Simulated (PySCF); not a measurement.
# C₂H₆BNO: electronic excitations and core binding energies

Aim: predict the electronic excitations and core binding energies of C₂H₆BNO (`CB(C)N=O`).

The runs use PySCF 2.14.0, with density-fitted response routines of our own; the level of theory stands in each step. All values are computed, except where a source is named. Atoms are numbered from 0 throughout.

## (1) The starting structure

11 atoms, charge 0, multiplicity 1; geometry from: GFN2-xTB.

Bonds of the start (Å): C0–B1 1.61, B1–C2 1.61, B1–N3 1.30, N3–O4 1.20, C0–H5 1.09, C0–H6 1.09, C0–H7 1.09, C2–H8 1.09, C2–H9 1.09, C2–H10 1.08.

## (2) Ultraviolet spectrum: CAM-B3LYP/def2-SVPD

Job settings and geometry (Å):

```
{"job": {"kind": "uv", "xc": "CAM-B3LYP", "basis": "def2-SVPD", "nstates": 8, "ntriplets": 3}, "charge": 0, "multiplicity": 1}
C      1.446877    -0.246469    -0.009761
B     -0.049102     0.342327    -0.033446
C     -1.310253    -0.650642     0.059165
N     -0.246313     1.626433    -0.110597
O     -0.437108     2.807595    -0.181718
H      1.458316    -1.260908    -0.394675
H      1.818327    -0.269009     1.011421
H      2.131026     0.353476    -0.600989
H     -1.204967    -1.302552     0.921459
H     -1.347035    -1.274643    -0.829533
H     -2.254344    -0.122938     0.142711
```

With the program's defaults for keys left out, this is: TDDFT CAM-B3LYP/def2-SVPD, vertical, gas phase, core orbitals frozen in the response.

Run with:

```sh
> OMP_NUM_THREADS=1 python probes_run.py task.json out
```

This one command runs all jobs of the session in turn.

**Question.** This job is followed by: delta-SCF UKS SCAN, pcX-2 on the ionised atom, pcseg-1 elsewhere, spin-free X2C. Predict these results of the whole session: lowest singlet (CAM-B3LYP/def2-SVPD); brightest single state of those computed; lowest triplet; surface potential, 1st and 99th percentile; C1s binding energies, SCAN/pcX-2; N1s binding energies, SCAN/pcX-2; O1s binding energies, SCAN/pcX-2.

**Answer**, as computed:

| quantity | value |
| --- | --- |
| lowest singlet (CAM-B3LYP/def2-SVPD) | 1.13 eV (1094 nm), f = 0.000 |
| brightest single state of those computed | state 4, 6.97 eV, f = 0.091 |
| lowest triplet | 0.45 eV |
| surface potential, 1st and 99th percentile | -0.89 V and 0.77 V |
| C1s binding energies, SCAN/pcX-2 | C0 290.38 eV |
| N1s binding energies, SCAN/pcX-2 | N3 407.86 eV |
| O1s binding energies, SCAN/pcX-2 | O4 539.68 eV |

What this shows: The lowest singlet, at 1.13 eV, is HOMO→LUMO 0.99 and is dark; of the 8 states computed, the strongest absorption comes from state 4 at 6.97 eV. The lowest triplet lies 0.68 eV below the lowest singlet (triplets in Tamm-Dancoff, singlets in full TDDFT). At CAM-B3LYP/def2-SVPD, counted by nearest atom on the grid, the HOMO lies on O4 42 %; N3 34 %, the LUMO on N3 45 %; O4 36 %.
